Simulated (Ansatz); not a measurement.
# CH₄Cl₂SSi: one species, many methods

One table from this session's results is given with a row withheld; the runs are named, their logs left out.

Program: Ansatz 0.2.0, Gaussian basis. Level of theory: functionals in def2-TZVPP, the program's frozen cores in correlated methods. These are calculated values, not measurements.

Plan: LDA (SPW92), PBE-D4, revPBE-D4, BLYP-D4, r2SCAN-D4, B97M-V, PBE0-D4, B3LYP-D4, r2SCANh-D4, r2SCAN0-D4, HSE06-D4, BHLYP-D4, CAM-B3LYP-D4, LC-ωPBE, ωB97X-V, ωB97M-V, B2PLYP, PBE-QIDH; CCSD(T)/def2-SVP; CCSD(T)/def2-TZVPP; MP2/def2-QZVPP; extrapolation to the limit; RPA on PBE.

### The relaxed structure

The geometry comes from an earlier relaxation with PBE0-D4 in a triple-zeta def2 set; it is a stationary point, not always the lowest conformer.

9 atoms, charge 0, spin multiplicity 1.

Atoms are counted from 1 here; the program's logs count them from 0.

Bond lengths: C1–Si2 1.847 Å, C1–H6 1.092 Å, C1–H7 1.092 Å, C1–H8 1.092 Å, Si2–S3 2.121 Å, Si2–Cl4 2.045 Å, Si2–Cl5 2.051 Å, S3–H9 1.345 Å. Angles: Si2–C1–H6 109.9°, Si2–C1–H7 110.2°, Si2–C1–H8 110.1°, H6–C1–H7 108.9°, H6–C1–H8 109.2°, H7–C1–H8 108.6°, C1–Si2–S3 114.3°, C1–Si2–Cl4 110.1°, C1–Si2–Cl5 108.3°, S3–Si2–Cl4 104.6°, S3–Si2–Cl5 110.6°, Cl4–Si2–Cl5 108.8°, Si2–S3–H9 93.2°.

As a file:

```mol
CH4Cl2SSi
  3D, bonds by distance, orders not assigned

  9  8  0  0  0  0  0  0  0  0999 V2000
   -1.1847   -0.2436   -0.0095 C   0  0
    0.5552    0.2428   -0.3943 Si  0  0
    2.0204   -0.7937    0.7360 S   0  0
    0.9971   -0.2031   -2.3401 Cl  0  0
    0.7316    2.2681   -0.1228 Cl  0  0
   -1.3171   -1.3139   -0.1779 H   0  0
   -1.4171   -0.0190    1.0340 H   0  0
   -1.8782    0.3085   -0.6473 H   0  0
    1.5814   -0.2923    1.9048 H   0  0
  1  2  8  0
  2  3  8  0
  2  4  8  0
  2  5  8  0
  1  6  8  0
  1  7  8  0
  1  8  8  0
  3  9  8  0
M  END
```

The first run:

in.yaml reads:

```yaml
crystal:
  periodic: [false, false, false]
  atoms:
    - {symbol: C, position_ang: [-1.184658, -0.243556, -0.009465]}
    - {symbol: Si, position_ang: [0.555203, 0.242794, -0.394329]}
    - {symbol: S, position_ang: [2.020360, -0.793711, 0.736034]}
    - {symbol: Cl, position_ang: [0.997100, -0.203127, -2.340118]}
    - {symbol: Cl, position_ang: [0.731550, 2.268106, -0.122805]}
    - {symbol: H, position_ang: [-1.317072, -1.313938, -0.177895]}
    - {symbol: H, position_ang: [-1.417149, -0.019000, 1.033977]}
    - {symbol: H, position_ang: [-1.878192, 0.308481, -0.647287]}
    - {symbol: H, position_ang: [1.581356, -0.292350, 1.904785]}
basis:
  gaussian: {orbitals: def2-TZVPP}
hamiltonian: {xc: lda}
output: {orbitals: {seedname: orbitals}}
```

Command:

```bash
$ ansatz run in.yaml --threads 4 --pin off --events-out ev --progress --plain --max-ram 10444MiB
```

Among the steps run: LDA; PBE-D4 (GGA); revPBE-D4 (GGA); BLYP-D4 (GGA); r2SCAN-D4 (meta-GGA); B97M-V (meta-GGA); B3LYP-D4 (hybrid); r2SCANh-D4 (hybrid); r2SCAN0-D4 (hybrid); HSE06-D4 (hybrid); BHLYP-D4 (hybrid); CAM-B3LYP-D4 (range-separated); LC-ωPBE (range-separated); ωB97X-V (range-separated); ωB97M-V (range-separated); B2PLYP (double hybrid); PBE-QIDH (double hybrid).

One of the session's tables, all rows but one given; the rest of the session is left out.

It belongs to the step «Frontier levels by functional». 

| functional | HOMO (eV) | gap (eV) |
| --- | --- | --- |
| LDA (SPW92) | -6.74 | 5.67 |
| PBE-D4 | -6.61 | 5.73 |
| revPBE-D4 | -6.56 | 5.76 |
| BLYP-D4 | -6.43 | 5.67 |
| r2SCAN-D4 | -6.92 | 6.35 |
| B97M-V | ? | ? |
| PBE0-D4 | -7.88 | 7.96 |
| B3LYP-D4 | -7.61 | 7.44 |
| r2SCANh-D4 | -7.38 | 7.15 |
| r2SCAN0-D4 | -8.07 | 8.35 |
| HSE06-D4 | -7.47 | 7.17 |
| BHLYP-D4 | -8.98 | 10.01 |
| CAM-B3LYP-D4 | -9.20 | 10.35 |
| LC-ωPBE | -10.64 | 13.02 |
| ωB97X-V | -10.27 | 12.49 |
| ωB97M-V | -10.08 | 12.04 |

Q: Estimate the row for B97M-V from the others.

As computed: HOMO (eV): -7.00; gap (eV): 6.37. In the column «HOMO (eV)» it lies between r2SCANh-D4 (-7.38) and r2SCAN-D4 (-6.92).
